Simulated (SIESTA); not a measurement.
Zr3S2 under changes of volume

One of the cells (20.765 Å³/atom); the others are scaled copies at fixed shape and fractional positions:

```xyz
5
Lattice="2.9218 1.6869 3.5109 -2.9218 1.6869 3.5109 0.0000 -3.3738 3.5109" Properties=species:S:1:pos:R:3 pbc="T T T"
Zr    0.9897    1.7142    5.2663
Zr    0.9897   -1.7142    5.2663
Zr   -1.9794    0.0000    5.2663
S     0.0000    0.0000    7.0044
S     0.0000    0.0000    3.5282
```

The cell comes from a database or a generator and needn't be the stable form of this composition.

| Quantity | Value |
| --- | --- |
| Program | SIESTA 5.4.2 |
| Functional | PBEsol |
| Potentials or basis | PseudoDojo 0.4 standard (PBEsol files) |
| Basis | DZP (energy shift 0.003 Ry; two zetas on semicore shells) |
| Grid cutoff | 800 Ry |
| Energy shift | 0.003 Ry |
| k mesh | 6 × 6 × 6 |
| Occupations | fermi-dirac, width 0.05 eV |
| Spin | no spin polarisation |

```tsv
volume (Å³/atom)	energy over the lowest point (meV/atom)	pressure (GPa)	largest force (eV/Å)
19.136	?	?	?
19.543	0.33	1.5	0.113
19.950	0.00	-1.2	0.054
20.765	18.00	-5.7	0.050
21.172	35.06	-7.6	0.095
21.579	56.77	-9.4	0.135
```

Question: What does the run at 19.136 Å³/atom give?

Answer: Energy over the lowest point 7.86 meV/atom; pressure 4.5 GPa; largest force 0.180 eV/Å.

Worked out: A Birch-Murnaghan fit of order 3 (a polynomial in V^(-2/3)) to the other rows has its minimum at 19.76 Å³/atom with B0 = V·E''(V) = 129 GPa and B' = 4.3 at fixed shape and positions, which overstates the stiffness. It gives 7.82 meV/atom at 19.136 Å³/atom, against the run's 7.86, and -dE/dV = 4.5 GPa, against 4.5.

Energies are extrapolated to zero smearing.

Caveats: the basis of atomic orbitals isn't converged, which shifts pressures, moduli and gaps.
